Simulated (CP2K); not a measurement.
# One shape, several levels: AlSi2H4SCl (SMILES S[Si]1(Cl)[AlH][SiH2]1)

We compute a comparison of 3 runs (PM6, GFN0-xTB, GFN1-xTB) of AlSi2H4SCl. 

Program for the calculation: CP2K 2026.2.

5 further runs of the same task are left out: 3 that didn't finish, 2 set aside as unsound or not needed.

### 1 The structure to begin with

The species is AlSi2H4SCl (9 atoms), meant as a singlet with charge 0. SMILES: `S[Si]1(Cl)[AlH][SiH2]1`. Geometry: a rough force-field guess. This is one conformer, not always the lowest.

Bond lengths: S1–Si2 2.099 Å, Si2–Cl3 2.062 Å, Si2–Al4 2.330 Å, Si2–Si5 2.194 Å, Al4–Si5 2.396 Å, S1–H6 1.452 Å, Al4–H7 1.601 Å, Si5–H8 1.464 Å, Si5–H9 1.488 Å. Some angles: S1–Si2–Cl3 116.0°, S1–Si2–Al4 118.6°, S1–Si2–Si5 116.2°, Cl3–Si2–Al4 116.8°, Cl3–Si2–Si5 115.3°, Al4–Si2–Si5 63.9°, Si2–Al4–Si5 55.3°, Si2–Si5–Al4 60.8°, Si2–S1–H6 93.6°, Si2–Al4–H7 155.4°.

### 2 Energy and forces at PM6 (run 1)

Contents of qs.inp:

```
&GLOBAL
  PROJECT qs
  RUN_TYPE ENERGY_FORCE
  PRINT_LEVEL MEDIUM
&END GLOBAL

&FORCE_EVAL
  METHOD QUICKSTEP
  &DFT
    &QS
      METHOD PM6
      EPS_DEFAULT 1.0E-10
      &SE
        &COULOMB
          CUTOFF [angstrom] 50
          RC_RANGE [angstrom] 0
        &END COULOMB
        &EXCHANGE
          CUTOFF [angstrom] 50
          RC_RANGE [angstrom] 0
        &END EXCHANGE
      &END SE
    &END QS
    &POISSON
      PERIODIC NONE
      POISSON_SOLVER ANALYTIC
    &END POISSON
    &SCF
      SCF_GUESS ATOMIC
      EPS_SCF 1.0E-07
      MAX_SCF 50
      &OT
        MINIMIZER DIIS
        PRECONDITIONER FULL_ALL
      &END OT
      &OUTER_SCF
        EPS_SCF 1.0E-07
        MAX_SCF 10
      &END OUTER_SCF
    &END SCF
    &PRINT
      &MOMENTS
        PERIODIC F
        REFERENCE COM
        MAX_MOMENT 1
      &END MOMENTS
      &MO_CUBES
        NLUMO 3
        NHOMO -1
        WRITE_CUBE F
      &END MO_CUBES
      &HIRSHFELD OFF
      &END HIRSHFELD
    &END PRINT
  &END DFT
  &SUBSYS
    &CELL
      ABC 16.8 16.2 16.6
      PERIODIC NONE
    &END CELL
    &COORD
      S      0.793900     2.459400    -0.139700
      Si     0.967700     0.387800     0.148400
      Cl     2.757700    -0.267100     0.934800
      Al    -0.107000    -1.040800    -1.346500
      Si    -0.818400    -0.636400     0.905800
      H     -0.569200     2.368900    -0.632200
      H     -0.350500    -1.754400    -2.758300
      H     -0.549200    -1.765200     1.799100
      H     -2.036500     0.201600     1.071400
    &END COORD
    &TOPOLOGY
      &CENTER_COORDINATES
      &END CENTER_COORDINATES
    &END TOPOLOGY
  &END SUBSYS
  &PRINT
    &FORCES ON
    &END FORCES
  &END PRINT
&END FORCE_EVAL
```

Run with:

```sh
$ OMP_NUM_THREADS=1 cp2k.psmp qs.inp > qs.out
```

What it wrote:

```text
CP2K| version string:                                       CP2K version 2026.2
[...]
 GLOBAL| Method name                                                        CP2K
[...]
 GLOBAL| Run type                                                   ENERGY_FORCE
[...]
                             - Atoms:                                          9
[...]
                             - Spherical basis functions:                     49
[...]
 Number of electrons:                                                         28
[...]
     1 OT DIIS     0.15E+00    0.0     0.22574243       -20.6168404074 -2.06E+01
[...]
    15 OT DIIS     0.15E+00    0.0     0.00000008       -25.1799435908 -2.89E-12
  *** SCF run converged in    15 steps ***
  Core-core repulsion energy [eV]:                           1322.70055181512544
  Core Hamiltonian energy [eV]:                             -1041.03388726332469
  Two-electron integral energy [eV]:                        -1933.69555017250786
  Electronic energy [eV]:                                   -2007.88166234957839
  Total energy [eV]:                                         -685.18111053445318
  Atomic reference energy [eV]:                               680.58019674105321
  Heat of formation [kcal/mol]:                              -106.09960100939560
[...]
 SE_DIPOLE| Moment [Debye]          3.00571847       1.80536079       1.52091900
 SE_DIPOLE| Derivative [a.u.]       0.00000000       0.00000000       0.00000000
 *** WARNING in qs_scf_post_se.F:140 :: Printing of MO cube files not ***
 *** implemented for Semi-Empirical method.                           ***
 ENERGY| Total FORCE_EVAL ( QS ) energy [hartree]            -25.179943590755997
 FORCES| Atomic forces [hartree/bohr]
 FORCES|   Atom     x               y               z               |f|
 FORCES|      1 -3.60637782E-02  1.28271555E-02 -1.87404551E-02   4.26185016E-02
 FORCES|      2 -6.06230959E-02 -7.88193616E-02 -4.27327688E-02   1.08230038E-01
 FORCES|      3  5.26597932E-03 -3.70076483E-03 -1.93268884E-03   6.72022951E-03
 FORCES|      4  1.76529542E-02  6.39376411E-02  1.18138385E-01   1.35485522E-01
 FORCES|      5  5.17682738E-02  9.87608356E-03 -9.02200629E-02   1.04485171E-01
 FORCES|      6  3.30454190E-02  4.52426651E-03  1.14032267E-02   3.52491458E-02
 FORCES|      7  2.68424158E-03  5.71535276E-03  1.14480366E-02   1.30739417E-02
 FORCES|      8 -4.57715182E-03 -1.24860436E-02  9.64975381E-03   1.64307441E-02
 FORCES|      9 -9.15284194E-03 -1.87432936E-03  2.98657354E-03   9.80852933E-03
 FORCES| Sum    -1.66533454E-16  6.93889390E-17  2.77555756E-17
 FORCES| Total atomic force                                       1.82533800E-16
[...]
```

It took 0.78 s on 1 thread of Arm Neoverse V1, shared host.

### 3 Energy and forces at GFN0-xTB (run 2)

Contents of run.inp:

```
&GLOBAL
    PROJECT_NAME run
    RUN_TYPE ENERGY_FORCE
    PRINT_LEVEL MEDIUM
&END

&FORCE_EVAL
    METHOD Quickstep
    &DFT
        CHARGE 0
        MULTIPLICITY 1
        ! Quickstep
        &QS
            METHOD XTB
            EPS_DEFAULT 1.0E-10
            &XTB
                GFN_TYPE 0
                CHECK_ATOMIC_CHARGES F
            &END
        &END
        &POISSON
            PERIODIC NONE
            POISSON_SOLVER ANALYTIC
        &END
        ! self-consistent field
        &SCF
            SCF_GUESS ATOMIC
            EPS_SCF 1.0E-07
            MAX_SCF 150
            ADDED_MOS 8
            &DIAGONALIZATION
                ALGORITHM STANDARD
            &END
            &MIXING
                METHOD DIRECT_P_MIXING
                ALPHA 0.4
            &END
            &SMEAR ON
                METHOD FERMI_DIRAC
                ELECTRONIC_TEMPERATURE [K] 300
            &END
        &END
        ! extra output
        &PRINT
            &MOMENTS
                PERIODIC F
                REFERENCE COM
                MAX_MOMENT 1
            &END
            &MO ON
                ENERGIES T
                OCCUPATION_NUMBERS T
                NDIGITS 6
                &EACH
                    QS_SCF 0
                &END
                ADD_LAST NUMERIC
            &END
            &HIRSHFELD OFF
            &END
        &END
    &END
    &SUBSYS
        ! box in angstrom
        &CELL
            ABC [angstrom] 14.8 14.2 14.6
            PERIODIC NONE
        &END
        &COORD
            UNIT bohr
            S      1.5002536     4.6475924    -0.2639947
            Si     1.8286880     0.7328358     0.2804354
            Cl     5.2112977    -0.5047458     1.7665160
            Al    -0.2022007    -1.9668270    -2.5445162
            Si    -1.5465519    -1.2026217     1.7117139
            H     -1.0756321     4.4765722    -1.1946849
            H     -0.6623490    -3.3153355    -5.2124316
            H     -1.0378376    -3.3357446     3.3998063
            H     -3.8484273     0.3809688     2.0246526
        &END
        &TOPOLOGY
            &CENTER_COORDINATES
            &END
        &END
    &END
    &PRINT
        &FORCES ON
        &END
    &END
&END
```

Run with:

```sh
$ OMP_NUM_THREADS=1 cp2k.psmp run.inp > run.out
```

What it wrote:

```text
CP2K| version string:                                       CP2K version 2026.2
[...]
 GLOBAL| Method name                                                        CP2K
[...]
 GLOBAL| Run type                                                   ENERGY_FORCE
[...]
                             - Atoms:                                          9
[...]
                             - Spherical basis functions:                     53
[...]
 Number of electrons:                                                         28
[...]
  Fermi energy:                                                -0.31586143874169
[...]
 TB_DIPOLE| Moment [Debye]         -2.34770200       0.31095348       0.38911852
 TB_DIPOLE| Derivative [a.u.]       0.00000000       0.00000000       0.00000000
[...]
 ENERGY| Total FORCE_EVAL ( QS ) energy [hartree]            -14.654060337531028
 FORCES| Atomic forces [hartree/bohr]
 FORCES|   Atom     x               y               z               |f|
 FORCES|      1 -2.91760519E-02  1.01348438E-02 -7.19264617E-03   3.17126350E-02
 FORCES|      2  5.34949508E-02  2.08926473E-02 -2.39562548E-02   6.22263177E-02
 FORCES|      3  4.92156960E-03  4.60335028E-03  7.14907424E-03   9.82455819E-03
 FORCES|      4 -4.08392870E-03 -3.43419987E-03 -3.03142234E-03   6.13691484E-03
 FORCES|      5 -5.34242234E-02 -2.80829489E-02  6.85192915E-03   6.07433009E-02
 FORCES|      6  3.11289288E-02 -1.81121682E-04  1.13107274E-02   3.31206215E-02
 FORCES|      7 -2.18840550E-03 -4.58068340E-03 -1.00253771E-02   1.12374358E-02
 FORCES|      8 -6.52908259E-03  7.74123316E-03  7.03944017E-03   1.23332611E-02
 FORCES|      9  5.85624293E-03 -7.09312075E-03  1.18545294E-02   1.50045930E-02
 FORCES| Sum    -1.24900090E-16 -1.73472348E-16  7.97972799E-17
 FORCES| Total atomic force                                       2.28167250E-16
[...]
```

Run time: 0.26 s. Hardware: 1 thread of Arm Neoverse V1, shared host.

### 4 Energy and gradient at GFN1-xTB (run 3)

Contents of run.inp:

```
&GLOBAL
    PROJECT run
    RUN_TYPE ENERGY_FORCE
    PRINT_LEVEL MEDIUM
&END GLOBAL

&FORCE_EVAL
    METHOD QS
    &DFT
        CHARGE 0
        MULTIPLICITY 1
        &QS
            METHOD XTB
            EPS_DEFAULT 1.0E-10
            &XTB
                GFN_TYPE 1
                CHECK_ATOMIC_CHARGES F
            &END XTB
        &END QS
        &POISSON
            PERIODIC NONE
            POISSON_SOLVER ANALYTIC
        &END POISSON
        # self-consistent field
        &SCF
            SCF_GUESS ATOMIC
            EPS_SCF 1.0E-06
            MAX_SCF 100
            ADDED_MOS 2
            &DIAGONALIZATION
                ALGORITHM STANDARD
            &END DIAGONALIZATION
            &MIXING
                METHOD BROYDEN_MIXING
                ALPHA 0.3
                NBUFFER 8
            &END MIXING
            &SMEAR ON
                METHOD FERMI_DIRAC
                ELECTRONIC_TEMPERATURE [K] 300
            &END SMEAR
        &END SCF
        # extra output
        &PRINT
            &MOMENTS
                PERIODIC F
                REFERENCE COM
                MAX_MOMENT 1
            &END MOMENTS
            &MO ON
                ENERGIES T
                OCCUPATION_NUMBERS T
                NDIGITS 6
                &EACH
                    QS_SCF 0
                &END EACH
                ADD_LAST NUMERIC
            &END MO
            &HIRSHFELD OFF
            &END HIRSHFELD
        &END PRINT
    &END DFT
    &SUBSYS
        # vacuum box
        &CELL
            ABC [angstrom] 12.8 12.2 12.6
            PERIODIC NONE
        &END CELL
        &COORD
            UNIT bohr
            S      1.5002536     4.6475924    -0.2639947
            Si     1.8286880     0.7328358     0.2804354
            Cl     5.2112977    -0.5047458     1.7665160
            Al    -0.2022007    -1.9668270    -2.5445162
            Si    -1.5465519    -1.2026217     1.7117139
            H     -1.0756321     4.4765722    -1.1946849
            H     -0.6623490    -3.3153355    -5.2124316
            H     -1.0378376    -3.3357446     3.3998063
            H     -3.8484273     0.3809688     2.0246526
        &END COORD
        &TOPOLOGY
            &CENTER_COORDINATES
            &END CENTER_COORDINATES
        &END TOPOLOGY
    &END SUBSYS
    &PRINT
        &FORCES ON
        &END FORCES
    &END PRINT
&END FORCE_EVAL
```

Run with:

```sh
$ OMP_NUM_THREADS=1 cp2k.psmp -i run.inp > run.out 2>&1
```

What it wrote:

```text
CP2K| version string:                                       CP2K version 2026.2
[...]
 GLOBAL| Method name                                                        CP2K
[...]
 GLOBAL| Run type                                                   ENERGY_FORCE
[...]
                             - Atoms:                                          9
[...]
                             - Spherical basis functions:                     53
[...]
 Number of electrons:                                                         28
[...]
     1 NoMix/Diag. 0.30E+00    0.0     0.32056425       -15.0462265054 -1.50E+01
[...]
    38 Broy./Diag. 0.30E+00    0.0     0.00000065       -15.0736578456  4.63E-08
  *** SCF run converged in    38 steps ***
[...]
  Fermi energy:                                                -0.29157499813001
[...]
 TB_DIPOLE| Moment [Debye]         -0.80409444       0.67377103      -0.60870158
 TB_DIPOLE| Derivative [a.u.]       0.00000000       0.00000000       0.00000000
[...]
 ENERGY| Total FORCE_EVAL ( QS ) energy [hartree]            -15.073657835917933
 FORCES| Atomic forces [hartree/bohr]
 FORCES|   Atom     x               y               z               |f|
 FORCES|      1 -3.51868439E-02  1.81131710E-02 -1.09739806E-02   4.10685914E-02
 FORCES|      2  6.57063259E-02  2.17438842E-02 -2.32550221E-02   7.30131072E-02
 FORCES|      3  4.07866852E-03  6.80422750E-03  6.22489061E-03   1.00837648E-02
 FORCES|      4 -8.71013643E-04 -9.14502560E-03 -1.78184188E-02   2.00470997E-02
 FORCES|      5 -5.80136387E-02 -3.16520287E-02  7.51261531E-03   6.65121988E-02
 FORCES|      6  3.90627989E-02  2.31915493E-03  1.43191262E-02   4.16691506E-02
 FORCES|      7 -3.19034672E-03 -5.44573825E-03 -9.50575587E-03   1.14102485E-02
 FORCES|      8 -9.07797375E-03  1.41142106E-03  1.58100748E-02   1.82855184E-02
 FORCES|      9 -2.50797660E-03 -4.14906607E-03  1.76864704E-02   1.83389185E-02
 FORCES| Sum     3.59955121E-17  2.88831459E-16  9.71445147E-17
 FORCES| Total atomic force                                       3.06849059E-16
[...]
```

Run time: 0.38 s. Hardware: 1 thread of Arm Neoverse V1, shared host.

### 5 Overview of the runs

| run | level | iteration cap | solver | energy (Eh) | dipole moment (D) | largest force (eV/Å) | wall time |
| --- | --- | --- | --- | --- | --- | --- | --- |
| 1 | PM6 | 50 | OT | -25.179944 | 3.82 | 6.967 | 0.78 s |
| 2 | GFN0-xTB | 150 | DIAG | -14.654060 | 2.40 | 3.200 | 0.26 s |
| 3 | GFN1-xTB | 100 | DIAG | -15.073658 | 1.21 | 3.754 | 0.38 s |

### 6 Outcome

```
                                        quantity          value
                             run 3: total energy   -15.07366 Eh
run 3: dipole moment (from atomic charges alone)         1.21 D
                              run 3: HOMO energy       -9.10 eV
                              run 3: LUMO energy       -7.04 eV
                            run 3: HOMO–LUMO gap        2.06 eV
                        run 3: dispersion energy  -13.00 kJ/mol
                 run 3: largest force on an atom     3.754 eV/Å
```

The dipole moment (its size) runs from 1.21 D (GFN1-xTB) to 3.82 D (PM6). Some of these are taken from atomic charges alone. Force-field and semi-empirical energies have zeros of their own, so their totals don't compare. All runs together took 1.4 s, the longest 0.78 s.
